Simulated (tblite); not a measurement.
# Cd6Cl12: the cost of one run

Programs: tblite 0.8.0 and PySCF 2.14.0, with routines of our own; each step states its level. All values are computed. Atoms count from 0.

## 1. The system as given

18 atoms, charge 0, multiplicity 1; geometry from: force field, distance geometry or constructed start.

## 2. Relaxing the molecule with GFN2-xTB

The job: settings as JSON, then the geometry in Å.

```
{"job": {"kind": "relax", "xc": "GFN2-xTB", "basis": "xTB"}, "charge": 0, "multiplicity": 1}
Cd     1.823000    -3.150800    -0.001600
Cd    -2.035100    -3.146400    -0.006900
Cd     1.823300     3.517100     0.001000
Cd    -0.107600     0.189600    -0.006200
Cd    -3.957900     0.184000     0.003400
Cd     3.739800     0.184700    -0.002600
Cl    -0.106800    -2.035900    -1.473300
Cl     1.821500    -0.923500     1.471500
Cl    -0.104200    -4.262500     1.469600
Cl     3.740300    -2.038400    -1.468400
Cl    -3.959000    -2.038800    -1.472100
Cl    -2.034400    -0.928200     1.470000
Cl    -0.110300     4.631500    -1.465000
Cl     1.820300     1.296000    -1.472700
Cl    -0.109100     2.413100     1.470200
Cl     3.741200     2.408600     1.476300
Cl    -2.031500     1.298500    -1.469100
Cl    -3.958000     2.404600     1.469000
```

Started as:

```console
OMP_NUM_THREADS=2 python large_run.py task.json out
```

One launch serves the whole session: the jobs run in the order shown.

Q: Estimate the wall time and peak memory of this first job on 2 threads of Arm Neoverse V1, shared host.

About 2.9 s, with a peak of 0.16 GiB.
